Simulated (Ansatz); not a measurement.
# Ir (fcc type): the cost of one run

Method: DFT, PBEsol, PAW with Ansatz's default frozen-core files, scalar-relativistic, in Ansatz 0.2.0.

## 1. The structure to begin with

It takes space group Fm-3m (No. 225, cubic). The conventional cell has a = 3.839 Å, b = 3.839 Å, c = 3.839 Å, α = 90.00°, β = 90.00°, γ = 90.00°. Ir (site symmetry m-3m) is surrounded by 12 Ir at 2.71 Å.

Structure file:

```cif
data_structure
_symmetry_space_group_name_H-M 'Fm-3m'
_symmetry_Int_Tables_number 225
_cell_length_a 3.8395
_cell_length_b 3.8395
_cell_length_c 3.8395
_cell_angle_alpha 90.000
_cell_angle_beta 90.000
_cell_angle_gamma 90.000
_cell_volume 56.60
loop_
_atom_site_label
_atom_site_type_symbol
_atom_site_symmetry_multiplicity
_atom_site_Wyckoff_symbol
_atom_site_fract_x
_atom_site_fract_y
_atom_site_fract_z
_atom_site_occupancy
Ir1 Ir 4 a 0.00000 0.00000 0.00000 1
```

The file gives the conventional cell by its symmetry; the runs use the cell typed in the input.

Whether this phase is the stable one at these pressures isn't tested.

## 2. Cell relaxed at zero pressure, PAW

File input.yaml:

```yaml
crystal:
  lattice:
    - [0.0, 1.9197388244, 1.9197388244]
    - [1.9197388244, 0.0, 1.9197388244]
    - [1.9197388244, 1.9197388244, 0.0]
  atoms:
    - { symbol: Ir, position: [0.0, 0.0, 0.0] }
kpoints:
  mp_grid: { grid: [19, 19, 19] }
scf:
  occupations: { method: fermi_dirac, width: 0.08 }
hamiltonian:
  xc: pbesol
  pseudopotentials: { kind: paw }
output:
  forces: true
  stress: true
relax:
  f_tol: 0.005
  max_steps: 40
  cell: {}
```

Run with:

```
$ ansatz run input.yaml --threads 1 --pin off --max-ram 2048MiB --backend cpu --events-out ev --progress --plain --runs-dir out
```

Q: Estimate wall time and peak memory on 1 thread of Arm Neoverse V1, shared host.

About 10 s, with a peak of 0.29 GiB.
